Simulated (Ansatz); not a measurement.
# CH₄B₂O: from a rough start to a minimum

The task is to find a stationary geometry of CH₄B₂O, check the end point by its vibrations and derive ideal-gas thermochemistry, and look at its orbitals and charge.

The runs use Ansatz 0.2.0, Gaussian basis; RKS PBE0-D4/def2-TZVP.

Levels to be run: relaxation at PBE-D4/def2-SVP; relaxation at PBE0-D4/def2-TZVP; harmonic vibrations at the same level; a single point in def2-TZVPP for the fields.

1 further run of the same task is left out (it didn't finish).

## (1) Starting geometry

SMILES `BB1CO1`, 8 atoms, charge 0, spin multiplicity 1.

Atoms are counted from 1 here; the program's logs count them from 0.

Bond lengths: B1–B2 1.595 Å, B1–H5 1.235 Å, B1–H6 1.211 Å, B2–C3 1.540 Å, B2–O4 1.537 Å, C3–O4 1.352 Å, C3–H7 1.097 Å, C3–H8 1.180 Å. Angles: B2–B1–H5 121.0°, B2–B1–H6 123.8°, H5–B1–H6 115.1°, B1–B2–C3 143.5°, B1–B2–O4 150.8°, C3–B2–O4 52.1°, B2–C3–O4 63.8°, B2–C3–H7 119.5°, B2–C3–H8 116.0°, O4–C3–H7 116.2°, O4–C3–H8 107.4°, H7–C3–H8 119.8°, B2–O4–C3 64.1°.

The start is a force-field geometry with small random shifts, so a cheaper pass at PBE-D4/def2-SVP comes first.

## (2) Relaxation at PBE-D4/def2-SVP (cheap first pass)

File in.yaml:

```yaml
crystal:
  periodic: [false, false, false]
  atoms:
    - {symbol: B, position_ang: [-0.913000, 1.256500, -0.337300]}
    - {symbol: B, position_ang: [-0.242900, -0.190400, -0.308100]}
    - {symbol: C, position_ang: [0.762100, -1.075200, 0.453500]}
    - {symbol: O, position_ang: [0.725400, -1.232600, -0.888900]}
    - {symbol: H, position_ang: [-1.259200, 1.775800, -1.402600]}
    - {symbol: H, position_ang: [-1.169700, 1.900300, 0.655300]}
    - {symbol: H, position_ang: [0.394300, -1.919100, 1.049900]}
    - {symbol: H, position_ang: [1.795100, -0.572400, 0.722300]}
basis:
  gaussian: {orbitals: def2-SVP}
hamiltonian: {xc: pbe, dispersion: d4}
relax: {f_tol: 0.03, max_steps: 200}
```

Launch:

```console
ansatz run in.yaml --threads 2 --pin off --events-out ev --progress --plain --max-ram 4352MiB
```

Output, cut to the lines that bear on the results:

```text
Functional definition: PBE
  name "PBE"
  cite "Perdew, Burke & Ernzerhof, Phys. Rev. Lett. 77, 3865 (1996) doi:10.1103/PhysRevLett.77.3865"
  parent pbe
[...]
841 factors; their error is unknown
[...]
mean field -4489.23981205 eV, -164.9765201768 hartree, gradient 1.4e-5 eV, S^2 0.000000; 1 other end points of the search recorded, 0 dependent functions left out
[...]
reference -4489.23984378 eV, -164.9765213427 hartree; 14, 14 occupied and 62, 62 virtual orbitals, 841 factors
relax step   1: F+E_penalty+E_count = -4489.34676956 eV  Δ(F+E_penalty+E_count) = +0.000e0 eV  max|allowed force component| = 4.540e0 eV/Å  Δτ_max = 0.0000 Å  (40 SCF iters, accepted)
[...]
relax step   4: F+E_penalty+E_count = -4490.82199998 eV  Δ(F+E_penalty+E_count) = -1.686e-1 eV  max|allowed force component| = 7.626e-1 eV/Å  Δτ_max = 0.1993 Å  (33 SCF iters, accepted)
[...]
relax step   7: F+E_penalty+E_count = -4491.09555365 eV  Δ(F+E_penalty+E_count) = -8.376e-2 eV  max|allowed force component| = 5.488e-1 eV/Å  Δτ_max = 0.1991 Å  (27 SCF iters, accepted)
[...]
relax step  10: F+E_penalty+E_count = -4491.12942433 eV  Δ(F+E_penalty+E_count) = -1.247e-3 eV  max|allowed force component| = 3.088e-2 eV/Å  Δτ_max = 0.0175 Å  (29 SCF iters, accepted)
[...]
relax step  12: F+E_penalty+E_count = -4491.12973575 eV  Δ(F+E_penalty+E_count) = +1.753e-4 eV  max|allowed force component| = 9.102e-2 eV/Å  Δτ_max = 0.0124 Å  (29 SCF iters, rejected (line search))
[...]
relax step  13: F+E_penalty+E_count = -4491.13005155 eV  Δ(F+E_penalty+E_count) = -1.405e-4 eV  max|allowed force component| = 1.222e-2 eV/Å  Δτ_max = 0.0061 Å  (30 SCF iters, accepted)
841 factors; their error is unknown
[...]
mean field -4491.02398120 eV, -165.0420871837 hartree, gradient 1.1e-5 eV, S^2 0.000000; 1 other end points of the search recorded, 0 dependent functions left out
[...]
reference -4491.02401441 eV, -165.0420884043 hartree; 14, 14 occupied and 62, 62 virtual orbitals, 841 factors
Total energy: -4491.13008476 eV, -165.0459864177 hartree
Atom 0 at    -0.959413     1.284674    -0.386234 Å, force     0.005152     0.001202     0.004364 eV/Å
Atom 1 at    -0.143995    -0.137377    -0.247585 Å, force     0.002531    -0.012221    -0.003034 eV/Å
Atom 2 at     0.924162    -1.017022     0.458340 Å, force     0.001720     0.009535     0.005117 eV/Å
Atom 3 at     0.070589    -1.401613    -0.685143 Å, force     0.000291     0.003530     0.000664 eV/Å
Atom 4 at    -0.520615     2.204062    -1.053116 Å, force    -0.000998    -0.002747    -0.000641 eV/Å
Atom 5 at    -1.969616     1.500292     0.258208 Å, force    -0.000464     0.000010     0.000479 eV/Å
Atom 6 at     0.694210    -1.560904     1.392453 Å, force    -0.006017    -0.000162    -0.002706 eV/Å
Atom 7 at     1.996778    -0.929213     0.207177 Å, force    -0.002215     0.000853    -0.004243 eV/Å
Dipole moment:     0.124538     0.059317     0.168477 e Å
```

Run time: 14 s. Hardware: 2 threads of Arm Neoverse V1, shared host.

Along the way:

| step | energy from step 1 (eV) | largest force component (eV/Å) |
| --- | --- | --- |
| 1 | 0.0000 | 4.5401 |
| 2 | -0.9670 | 2.5844 |
| 3 | -1.3066 | 1.9045 |
| 4 | -1.4752 | 0.7626 |
| 5 | -1.5778 | 0.6067 |
| 6 | -1.6650 | 1.0798 |
| 7 | -1.7488 | 0.5488 |
| 8 | -1.7774 | 0.1281 |
| 9 | -1.7814 | 0.0740 |
| 10 | -1.7827 | 0.0309 |
| 11 | -1.7831 | 0.0363 |
| 12 | -1.7830 | 0.0910 |
| 13 | -1.7833 | 0.0122 |

Distances of close pairs at the start and the end, largest changes first:

| bond | before (Å) | after (Å) | change (Å) |
| --- | --- | --- | --- |
| B2–O4 | 1.537 | 1.355 | -0.182 |
| C3–O4 | 1.352 | 1.478 | +0.126 |
| C3–H8 | 1.180 | 1.105 | -0.075 |
| B1–B2 | 1.595 | 1.645 | +0.050 |
| B1–H5 | 1.235 | 1.218 | -0.017 |
| B2–C3 | 1.540 | 1.553 | +0.013 |
| C3–H7 | 1.097 | 1.105 | +0.008 |
| B1–H6 | 1.211 | 1.218 | +0.007 |

## (3) Relaxation at PBE0-D4/def2-TZVP

File in.yaml:

```yaml
crystal:
  periodic: [false, false, false]
  atoms:
    - {symbol: B, position_ang: [-0.959413, 1.284674, -0.386234]}
    - {symbol: B, position_ang: [-0.143995, -0.137377, -0.247585]}
    - {symbol: C, position_ang: [0.924162, -1.017022, 0.458340]}
    - {symbol: O, position_ang: [0.070589, -1.401613, -0.685143]}
    - {symbol: H, position_ang: [-0.520615, 2.204062, -1.053116]}
    - {symbol: H, position_ang: [-1.969616, 1.500292, 0.258208]}
    - {symbol: H, position_ang: [0.694210, -1.560904, 1.392453]}
    - {symbol: H, position_ang: [1.996778, -0.929213, 0.207177]}
basis:
  gaussian: {orbitals: def2-TZVP}
hamiltonian: {xc: pbe0, dispersion: d4}
relax: {f_tol: 0.005, max_steps: 150}
```

Same command.

Output, cut to the lines that bear on the results:

```text
Functional definition: PBE0
  name "PBE0"
  cite "Adamo & Barone, J. Chem. Phys. 110, 6158 (1999) doi:10.1063/1.478522"
  cite "Perdew, Burke & Ernzerhof, Phys. Rev. Lett. 77, 3865 (1996) doi:10.1103/PhysRevLett.77.3865"
  parent pbe
[...]
845 factors; their error is unknown
[...]
mean field -4496.52175030 eV, -165.2441264718 hartree, gradient 6.2e-5 eV, S^2 0.000000; 0 other end points of the search recorded, 0 dependent functions left out
[...]
reference -4496.52178193 eV, -165.2441276338 hartree; 14, 14 occupied and 134, 134 virtual orbitals, 845 factors
relax step   1: F+E_penalty+E_count = -4496.61021967 eV  Δ(F+E_penalty+E_count) = +0.000e0 eV  max|allowed force component| = 6.663e-1 eV/Å  Δτ_max = 0.0000 Å  (27 SCF iters, accepted)
[...]
reference -4496.55985202 eV, -165.2455266839 hartree; 14, 14 occupied and 134, 134 virtual orbitals, 845 factors
Total energy: -4496.64861255 eV, -165.2487885734 hartree
Atom 0 at    -0.953969     1.286278    -0.379095 Å, force    -0.000345     0.000050    -0.000378 eV/Å
Atom 1 at    -0.118089    -0.115706    -0.207733 Å, force     0.000248     0.001025     0.000760 eV/Å
Atom 2 at     0.924740    -1.012299     0.461620 Å, force     0.001515     0.000289     0.001906 eV/Å
Atom 3 at     0.063298    -1.361033    -0.673496 Å, force    -0.001253    -0.001404    -0.002052 eV/Å
Atom 4 at    -0.537988     2.177455    -1.059764 Å, force    -0.000039    -0.000134     0.000267 eV/Å
Atom 5 at    -1.961615     1.486722     0.233292 Å, force     0.000220    -0.000023    -0.000121 eV/Å
Atom 6 at     0.697706    -1.569889     1.365875 Å, force     0.000030     0.000208    -0.000342 eV/Å
Atom 7 at     1.978018    -0.948628     0.203400 Å, force    -0.000376    -0.000010    -0.000040 eV/Å
Dipole moment:     0.091298     0.136203     0.173346 e Å
```

Run time: 21 s. Hardware: 2 threads of Arm Neoverse V1, shared host.

Along the way:

| step | energy from step 1 (eV) | largest force component (eV/Å) |
| --- | --- | --- |
| 1 | 0.0000 | 0.6663 |
| 2 | -0.0328 | 0.3324 |
| 3 | -0.0373 | 0.0515 |
| 4 | -0.0377 | 0.0386 |
| 5 | -0.0380 | 0.0542 |
| 6 | -0.0383 | 0.0185 |
| 7 | -0.0384 | 0.0076 |
| 8 | -0.0384 | 0.0021 |

Close pairs (by a distance rule), those that changed most:

| bond | before (Å) | after (Å) | change (Å) |
| --- | --- | --- | --- |
| B2–C3 | 1.553 | 1.530 | -0.024 |
| B1–H5 | 1.218 | 1.196 | -0.022 |
| B1–H6 | 1.218 | 1.196 | -0.021 |
| C3–H8 | 1.105 | 1.086 | -0.019 |
| C3–H7 | 1.105 | 1.086 | -0.019 |
| B2–O4 | 1.355 | 1.342 | -0.013 |
| C3–O4 | 1.478 | 1.467 | -0.011 |
| B1–B2 | 1.645 | 1.641 | -0.004 |

Mulliken charges at the end point, from the run's report:

| atom | value (e) |
| --- | --- |
| B1 | -0.01 |
| B2 | 0.04 |
| C3 | -0.15 |
| O4 | -0.22 |
| H5 | 0.04 |
| H6 | 0.04 |
| H7 | 0.13 |
| H8 | 0.13 |

## (4) Force constants and modes

File in.yaml:

```yaml
crystal:
  periodic: [false, false, false]
  atoms:
    - {symbol: B, position_ang: [-0.953969, 1.286278, -0.379095]}
    - {symbol: B, position_ang: [-0.118089, -0.115706, -0.207733]}
    - {symbol: C, position_ang: [0.924740, -1.012299, 0.461620]}
    - {symbol: O, position_ang: [0.063298, -1.361033, -0.673496]}
    - {symbol: H, position_ang: [-0.537988, 2.177455, -1.059764]}
    - {symbol: H, position_ang: [-1.961615, 1.486722, 0.233292]}
    - {symbol: H, position_ang: [0.697706, -1.569889, 1.365875]}
    - {symbol: H, position_ang: [1.978018, -0.948628, 0.203400]}
basis:
  gaussian: {orbitals: def2-TZVP}
hamiltonian: {xc: pbe0, dispersion: d4}
phonons: {temperatures: {t_min: 298.15, t_max: 900, t_step: 200}}
```

Same command.

Output, cut to the lines that bear on the results:

```text
Functional definition: PBE0
  name "PBE0"
  cite "Adamo & Barone, J. Chem. Phys. 110, 6158 (1999) doi:10.1063/1.478522"
  cite "Perdew, Burke & Ernzerhof, Phys. Rev. Lett. 77, 3865 (1996) doi:10.1103/PhysRevLett.77.3865"
  parent pbe
[...]
845 factors; their error is unknown
[...]
mean field -4496.55982004 eV, -165.2455255087 hartree, gradient 1.6e-5 eV, S^2 0.000000; 0 other end points of the search recorded, 0 dependent functions left out
[...]
reference -4496.55985152 eV, -165.2455266655 hartree; 14, 14 occupied and 134, 134 virtual orbitals, 845 factors
[...]
845 factors; their error is unknown
mean field -4496.55971711 eV, -165.2455217262 hartree, gradient 1.3e-6 eV, S^2 0.000000; 0 other end points of the search recorded, 0 dependent functions left out
[...]
reference -4496.55974859 eV, -165.2455228829 hartree; 14, 14 occupied and 134, 134 virtual orbitals, 845 factors
[...]
Atom 0 at    -0.953969     1.286278    -0.379095 Å, force    -0.000354     0.000042    -0.000373 eV/Å
Atom 1 at    -0.118089    -0.115706    -0.207733 Å, force     0.000251     0.001027     0.000765 eV/Å
Atom 2 at     0.924740    -1.012299     0.461620 Å, force     0.001525     0.000309     0.001889 eV/Å
Atom 3 at     0.063298    -1.361033    -0.673496 Å, force    -0.001252    -0.001413    -0.002056 eV/Å
Atom 4 at    -0.537988     2.177455    -1.059764 Å, force    -0.000039    -0.000130     0.000267 eV/Å
Atom 5 at    -1.961615     1.486722     0.233292 Å, force     0.000230    -0.000021    -0.000126 eV/Å
Atom 6 at     0.697706    -1.569889     1.365875 Å, force     0.000025     0.000197    -0.000328 eV/Å
Atom 7 at     1.978018    -0.948628     0.203400 Å, force    -0.000385    -0.000012    -0.000039 eV/Å
Dipole moment:     0.091298     0.136203     0.173346 e Å
Vibrations: 205.27 256.12 320.87 641.98 668.69 853.88 888.18 901.39 995.87 1122.65 1141.05 1170.72 1458.12 1546.93 2592.25 2666.65 3112.72 3203.32 cm⁻¹, zero-point energy 1.472107 eV
```

It took 75 s on 2 threads of Arm Neoverse V1, shared host.

Motions are named by where the mode's potential energy lies. The modes, unscaled (a negative number is an imaginary wavenumber):

| mode | cm⁻¹ | motion |
| --- | --- | --- |
| 1 | 205 | bend |
| 2 | 256 | torsion |
| 3 | 321 | torsion |
| 4 | 642 | B–B stretch with bend |
| 5 | 669 | bend |
| 6 | 854 | bend with C–O stretch |
| 7 | 888 | bend with torsion |
| 8 | 901 | bend |
| 9 | 996 | bend with torsion |
| 10 | 1123 | bend |
| 11 | 1141 | bend |
| 12 | 1171 | bend |
| 13 | 1458 | bend |
| 14 | 1547 | B–O stretch with bend |
| 15 | 2592 | B–H stretch |
| 16 | 2667 | B–H stretch |
| 17 | 3113 | C–H stretch |
| 18 | 3203 | C–H stretch |

From these modes and the moments of inertia (298.15 K, 1 bar, symmetry number 1):

| term | value |
| --- | --- |
| zero-point energy | 33.9 kcal/mol |
| H(298) − E | 37.6 kcal/mol |
| entropy, translation | 158.5 J/(mol K) |
| entropy, rotation | 98.9 J/(mol K) |
| entropy, vibration | 27.3 J/(mol K) |
| entropy, total | 284.8 J/(mol K) |

## (5) Orbitals, density and potential

in.yaml: that of step 4 with these lines changed.

```diff
@@ -12,4 +12,4 @@
 basis:
-  gaussian: {orbitals: def2-TZVP}
+  gaussian: {orbitals: def2-TZVPP}
 hamiltonian: {xc: pbe0, dispersion: d4}
-phonons: {temperatures: {t_min: 298.15, t_max: 900, t_step: 200}}
+output: {orbitals: {seedname: orbitals}}
```

Launched as before.

Output:

```text
Functional definition: PBE0
  name "PBE0"
  cite "Adamo & Barone, J. Chem. Phys. 110, 6158 (1999) doi:10.1063/1.478522"
  cite "Perdew, Burke & Ernzerhof, Phys. Rev. Lett. 77, 3865 (1996) doi:10.1103/PhysRevLett.77.3865"
  parent pbe
  parameter a = 0.25
  parameter kappa = 0.804
  parameter beta = 0.06672455060314922
  exchange = (1 - a)*pbe_x(kappa = kappa, mu = beta*pi^2/3) + a*exact_x
  correlation = pbe_c(beta = beta)
905 factors; their error is unknown
mean field evaluation 1: about -4492.1637 eV, gradient 4.5e1 eV
mean field evaluation 2: about -4487.3632 eV, gradient 6.7e1 eV
mean field evaluation 4: about -4496.5561 eV, gradient 4.0e0 eV
mean field evaluation 8: about -4496.5905 eV, gradient 2.2e-1 eV
mean field evaluation 16: about -4496.5869 eV, gradient 3.3e-5 eV
mean field -4496.58691484 eV, -165.2465212244 hartree, gradient 3.3e-5 eV, S^2 0.000000; 0 other end points of the search recorded, 0 dependent functions left out
reference -4496.58694653 eV, -165.2465223890 hartree; 14, 14 occupied and 166, 166 virtual orbitals, 905 factors
Total energy: -4496.67570707 eV, -165.2497842785 hartree
```

It took 2.1 s on 2 threads of Arm Neoverse V1, shared host.

The fields below are evaluated on a grid from the run's orbitals.

Frontier orbitals at PBE0-D4/def2-TZVPP, with the share of their density that lies nearest to each atom:

| orbital | energy (eV) | lies on |
| --- | --- | --- |
| HOMO-1 | -9.14 | O4 56 %; H7, H8 about 13 % each; C3 6 % |
| HOMO | -7.95 | C3 33 %; B2 25 %; O4 19 % |
| LUMO | -2.23 | B1 54 %; H5, H6 about 14 % each; B2 7 % |

ELF in a plane through or near 6 of the atoms.

Ten even steps from ' ' (0.00) to '@' (1.00):
```
                                                        
                                                        
                                                        
              ......                ==**##**::          
            --++**==              ::##@@@@@@##--        
          --%%@@@@%%--          ..==@@@@@@@@@@%%..      
        ..++@@@@@@@@++..      ..::++@@@@@@@@@@@@--      
        ..++@@@@@@@@**==--::--++++**@@@@@@@@@@%%--      
          ::##%%@@%%****##====%%%%**++%%@@@@##++..      
          ..==**##..==**%%++::##@@::==--####==::        
          ..==**##==..##%%++--##@@--++--####==::        
          ::##%%@@@@****##++==%%%%**++##@@@@##++..      
        ..++@@@@@@@@**==--::--++++**@@@@@@@@@@%%--      
        ..++@@@@@@@@++..    ....::++@@@@@@@@@@@@--      
          --%%@@@@%%--          ..==@@@@@@@@@@%%..      
            --++**==              ::##@@@@@@##--        
              ....                  ==**##**::          
                                                        
                                                        
                                                        
```
The map spans 9.7 Å across and 7.2 Å up, centred on the molecule. Atoms in the plane (x, y in Å): B1 (1.7, 0.0), C3 (-1.4, 0.0), H5 (2.3, 1.0), H6 (2.3, -1.0), H7 (-1.9, -0.9), H8 (-1.9, 0.9).

On the surface of density 0.002 e/bohr³ the electrostatic potential runs, from the 1st to the 99th percentile, from -1.18 V near O4 to 1.75 V near B1.

## (6) Results

```
                  quantity            value
               point group               Cs
                     steps           13 + 8
shift from the start (rms)          0.620 Å
              total energy    -4496.6486 eV
           dispersion term          -89 meV
             dipole moment           1.15 D
lowest, highest wavenumber   205, 3203 cm⁻¹
         zero-point energy    33.9 kcal/mol
       entropy at 298.15 K  284.8 J/(mol K)
                HOMO, LUMO  -7.95, -2.23 eV
```

The relaxed geometry lies 0.62 Å (rms) from the start; the bond that changed most is B2–O4, from 1.537 to 1.342 Å. No mode is imaginary: a true minimum at this level. The stiffest mode, 3203 cm⁻¹, is a C–H stretch. Harmonic hybrid wavenumbers usually lie a few per cent above measured fundamentals. The largest Mulliken charge, -0.22 e, sits on O4. The HOMO lies mostly on C3 33 %; B2 25 % and the LUMO on B1 54 %; H5, H6 about 14 % each.
